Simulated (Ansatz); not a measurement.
**C₂H₈FNSi: up Jacob's ladder to CCSD(T)**

The task here is to estimate one member of a computed series from the others.

The runs use Ansatz 0.2.0, Gaussian basis; functionals in def2-TZVPP, the program's frozen cores in correlated methods.

The runs, in order: PBE-D4, r2SCAN-D4, PBE0-D4, B3LYP-D4, ωB97X-V, ωB97M-V, B2PLYP; CCSD(T)/def2-TZVPP; MP2/def2-QZVPP; extrapolation to the limit.

## The relaxed structure

The geometry comes from an earlier relaxation with PBE0-D4 in a triple-zeta def2 set; it is a stationary point, not always the lowest conformer.

13 atoms, charge 0, spin multiplicity 1.

Atoms are counted from 1 here; the program's logs count them from 0.

Bond lengths: C1–C2 1.509 Å, C1–H6 1.093 Å, C1–H7 1.093 Å, C1–H8 1.093 Å, C2–F3 1.405 Å, C2–Si4 1.899 Å, C2–H9 1.097 Å, Si4–N5 1.719 Å, Si4–H10 1.485 Å, Si4–H11 1.491 Å, N5–H12 1.006 Å, N5–H13 1.006 Å. Angles: C2–C1–H6 111.2°, C2–C1–H7 109.8°, C2–C1–H8 110.9°, H6–C1–H7 108.5°, H6–C1–H8 108.3°, H7–C1–H8 108.1°, C1–C2–F3 109.0°, C1–C2–Si4 114.3°, C1–C2–H9 109.7°, F3–C2–Si4 107.3°, F3–C2–H9 106.5°, Si4–C2–H9 109.7°, C2–Si4–N5 110.5°, C2–Si4–H10 109.5°, C2–Si4–H11 106.2°, N5–Si4–H10 107.1°, N5–Si4–H11 113.3°, H10–Si4–H11 110.2° and more.

Set-up of the first run:

in.yaml reads:

```yaml
crystal:
  periodic: [false, false, false]
  atoms:
    - {symbol: C, position_ang: [-0.714371, -0.931636, 1.223969]}
    - {symbol: C, position_ang: [0.621196, -0.646953, 0.581944]}
    - {symbol: F, position_ang: [1.279604, -1.863594, 0.336590]}
    - {symbol: Si, position_ang: [0.510202, 0.278254, -1.072577]}
    - {symbol: N, position_ang: [-0.288988, 1.785832, -0.866370]}
    - {symbol: H, position_ang: [-1.359860, -1.505702, 0.554213]}
    - {symbol: H, position_ang: [-1.215614, 0.009020, 1.468069]}
    - {symbol: H, position_ang: [-0.588822, -1.499225, 2.149492]}
    - {symbol: H, position_ang: [1.254674, -0.083984, 1.278459]}
    - {symbol: H, position_ang: [1.878582, 0.573830, -1.569001]}
    - {symbol: H, position_ang: [-0.192544, -0.638400, -2.015653]}
    - {symbol: H, position_ang: [0.128538, 2.630748, -1.216872]}
    - {symbol: H, position_ang: [-1.292097, 1.856911, -0.837564]}
basis:
  gaussian: {orbitals: def2-TZVPP}
hamiltonian: {xc: pbe, dispersion: d4}
output: {forces: true, orbitals: {seedname: orbitals}}
```

Run with:

```console
ansatz run in.yaml --threads 4 --pin off --events-out ev --progress --plain --max-ram 10444MiB
```

Among the steps run: PBE-D4 (GGA); r2SCAN-D4 (meta-GGA); PBE0-D4 (hybrid); B3LYP-D4 (hybrid); ωB97X-V (range-separated); ωB97M-V (range-separated); B2PLYP (double hybrid); CCSD(T) in def2-TZVPP; MP2 in def2-QZVPP.

One of the session's tables, all rows but one given; the rest of the session is left out.

```
            method  atomisation energy (kJ/mol)
            PBE-D4                       4755.4
         r2SCAN-D4                       4681.6
           PBE0-D4                       4681.2
          B3LYP-D4                       4695.4
           ωB97X-V                       4709.3
           ωB97M-V                       4705.3
            B2PLYP                       4638.7
     HF/def2-TZVPP                            ?
    MP2/def2-TZVPP                       4610.7
   CCSD/def2-TZVPP                       4505.6
CCSD(T)/def2-TZVPP                       4564.3
           MP2/CBS                       4737.2
       CCSD(T)/CBS                       4690.7
```

Q: Estimate the row for HF/def2-TZVPP from the others.

**Answer.** atomisation energy (kJ/mol): 3413.2. In the column «atomisation energy (kJ/mol)» it is the lowest.

To keep in mind: Free atoms (2 C, 1 F, 1 Si, 1 N, 8 H) were run apart at each level; the atomisation energy is their sum less the molecule, without zero-point or spin-orbit terms.
